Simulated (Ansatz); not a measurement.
# GaGeH5: up Jacob's ladder to CCSD(T)

Aim: compute GaGeH5 with functionals from several rungs and with coupled cluster, and see how far each lands from CCSD(T) at the basis-set limit for the atomisation energy.

Method: functionals in def2-TZVPP, the program's frozen cores in correlated methods; program: Ansatz 0.2.0, Gaussian basis.

Levels to be run: LDA (SPW92), PBE-D4, revPBE-D4, BLYP-D4, r2SCAN-D4, B97M-V, PBE0-D4, B3LYP-D4, r2SCANh-D4, r2SCAN0-D4, HSE06-D4, BHLYP-D4, CAM-B3LYP-D4, LC-ωPBE, ωB97X-V, ωB97M-V, B2PLYP, PBE-QIDH; CCSD(T)/def2-SVP; CCSD(T)/def2-TZVPP; MP2/def2-QZVPP; extrapolation to the limit; RPA on PBE.

### 1 Structure used throughout

The geometry comes from an earlier relaxation with PBE0-D4 in a triple-zeta def2 set; it is a stationary point, not always the lowest conformer.

SMILES `[GaH2][GeH3]`, 7 atoms, charge 0, spin multiplicity 1.

Atoms are counted from 1 here; the program's logs count them from 0.

Bond lengths: Ga1–Ge2 2.444 Å, Ga1–H3 1.572 Å, Ga1–H4 1.572 Å, Ge2–H5 1.540 Å, Ge2–H6 1.543 Å, Ge2–H7 1.540 Å. Angles: Ge2–Ga1–H3 120.3°, Ge2–Ga1–H4 120.7°, H3–Ga1–H4 119.0°, Ga1–Ge2–H5 113.0°, Ga1–Ge2–H6 109.4°, Ga1–Ge2–H7 112.6°, H5–Ge2–H6 106.9°, H5–Ge2–H7 107.8°, H6–Ge2–H7 106.8°.

### 2 LDA

This LDA is Slater exchange with PW92 correlation.

Contents of in.yaml:

```yaml
crystal:
  periodic: [false, false, false]
  atoms:
    - {symbol: Ga, position_ang: [-0.366515, -1.359595, 0.111387]}
    - {symbol: Ge, position_ang: [0.277784, 0.987918, -0.107445]}
    - {symbol: H, position_ang: [0.529864, -2.354295, 0.934951]}
    - {symbol: H, position_ang: [-1.693016, -1.891687, -0.542814]}
    - {symbol: H, position_ang: [-0.307474, 1.657283, -1.364605]}
    - {symbol: H, position_ang: [-0.246114, 1.779791, 1.109113]}
    - {symbol: H, position_ang: [1.805481, 1.180585, -0.140588]}
basis:
  gaussian: {orbitals: def2-TZVPP}
hamiltonian: {xc: lda}
output: {orbitals: {seedname: orbitals}}
```

Further steps of the session: PBE-D4 (GGA); revPBE-D4 (GGA); BLYP-D4 (GGA); r2SCAN-D4 (meta-GGA); B97M-V (meta-GGA); PBE0-D4 (hybrid); B3LYP-D4 (hybrid); r2SCANh-D4 (hybrid); r2SCAN0-D4 (hybrid); HSE06-D4 (hybrid); BHLYP-D4 (hybrid); CAM-B3LYP-D4 (range-separated); LC-ωPBE (range-separated); ωB97X-V (range-separated); ωB97M-V (range-separated); B2PLYP (double hybrid); PBE-QIDH (double hybrid); CCSD(T) in def2-SVP; CCSD(T) in def2-TZVPP; MP2 in def2-QZVPP; RPA on PBE orbitals.

Q: Predict the results of all the runs planned. Wanted: atomisation energy, CCSD(T)/CBS; farthest beyond LDA; mean size of error, GGA; mean size of error, meta-GGA; mean size of error, hybrid; mean size of error, range-separated; mean size of error, double hybrid; gap, smallest and largest; T1 diagnostic.

**Answer**, as computed:

| quantity | value |
| --- | --- |
| atomisation energy, CCSD(T)/CBS | 1648.1 kJ/mol |
| functionals within 16.5 kJ/mol (1.0 %) | r2SCAN-D4, r2SCANh-D4, r2SCAN0-D4, CAM-B3LYP-D4, ωB97X-V |
| farthest beyond LDA | revPBE-D4 (-79.4 kJ/mol) |
| mean size of error, GGA | 64.8 kJ/mol |
| mean size of error, meta-GGA | 13.7 kJ/mol |
| mean size of error, hybrid | 31.0 kJ/mol |
| mean size of error, range-separated | 19.7 kJ/mol |
| mean size of error, double hybrid | 35.9 kJ/mol |
| gap, smallest and largest | 3.51 eV (LDA (SPW92)), 10.11 eV (LC-ωPBE) |
| T1 diagnostic | 0.0126 |
| triples share of the correlation energy | 3.4 % |

What this shows: The LDA atomisation energy is off by 168.0 kJ/mol (10 %): it overbinds. PBE-D4 misses by -54.1 kJ/mol. Double hybrids carry the basis error of their MP2 part in triple zeta, and no dispersion term here, so their miss is partly the set-up's. Taken by rung, meta-GGA functionals do best (13.7 kJ/mol on average) and GGA ones worst beyond LDA (64.8 kJ/mol). The gap between the best rungs is small, so their order is not settled. Misses under about 16.5 kJ/mol are within the doubt on the reference itself, which lacks core-valence correlation, relativity and higher excitations, and its outer-core shells are covered unevenly. Hartree-Fock recovers 74 % of the binding; the rest is correlation. CCSD(T) in def2-SVP is off by -100.4 kJ/mol, worse than the median functional, from the basis alone. The gap grows from 3.5 to 10.1 eV across the functionals, mostly with the share of exact exchange. Correlated methods include outer-core shells of Ga, Ge, which these sets cover unevenly.
